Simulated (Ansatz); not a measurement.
# GaSb3: the cost of one run

Program: Ansatz 0.2.0. Level of theory: DFT r2SCAN, scalar-relativistic, plane waves, PAW. These are calculated values, not measurements.

1 further run of the same task is left out (it didn't finish).

## 1. The starting structure

The structure is cubic, space group Fm-3m (No. 225). Conventional cell: a = 7.461 Å, b = 7.461 Å, c = 7.461 Å, α = 90.00°, β = 90.00°, γ = 90.00°. Ga (site symmetry m-3m) has 8 Sb at 3.23 Å as nearest neighbours. Sb (site symmetry -43m) is surrounded by 4 Ga at 3.23 Å and 4 Sb at 3.23 Å. Sb (site symmetry m-3m) is surrounded by 8 Sb at 3.23 Å.

Structure file:

```
CELL_PARAMETERS angstrom
0.00000 3.73060 3.73060
3.73060 0.00000 3.73060
3.73060 3.73060 0.00000
ATOMIC_POSITIONS crystal
Ga 0.00000 0.00000 0.00000
Sb 0.25000 0.25000 0.25000
Sb 0.75000 0.75000 0.75000
Sb 0.50000 0.50000 0.50000
```

This is candidate A: structure listed in a database for this formula (Fm-3m, No. 225).

(A quick probe on a coarse mesh, which set the mesh and smearing, is not shown.)

## 3. The relaxation (candidate A)

input.yaml

```yaml
crystal:
  lattice:
    - [0.0, 3.730595, 3.730595]
    - [3.730595, 0.0, 3.730595]
    - [3.730595, 3.730595, 0.0]
  atoms:
    - { symbol: Ga, position: [0.0, 0.0, 0.0] }
    - { symbol: Sb, position: [0.25, 0.25, 0.25] }
    - { symbol: Sb, position: [0.75, 0.75, 0.75] }
    - { symbol: Sb, position: [0.5, 0.5, 0.5] }
basis:
  ecutwfc: 500
kpoints:
  mp_grid: { grid: [12, 12, 12] }
hamiltonian:
  xc: r2scan
scf:
  occupations: { method: gaussian, width: 0.1 }
output:
  forces: true
  stress: true
  eigenvalues: true
relax:
  adjacent_minimum: "off"
  f_tol: 0.01
  max_steps: 80
  cell: { stress_tol: 0.05 }
```

On the command line:

```bash
ansatz run input.yaml --threads 1 --pin off --max-ram 3072MiB --backend cpu --events-out ev --progress --plain --runs-dir out
```

What time and memory should one allow on 1 thread of Arm Neoverse N1, shared host?

About 3.8 min, with a peak of 0.79 GiB.
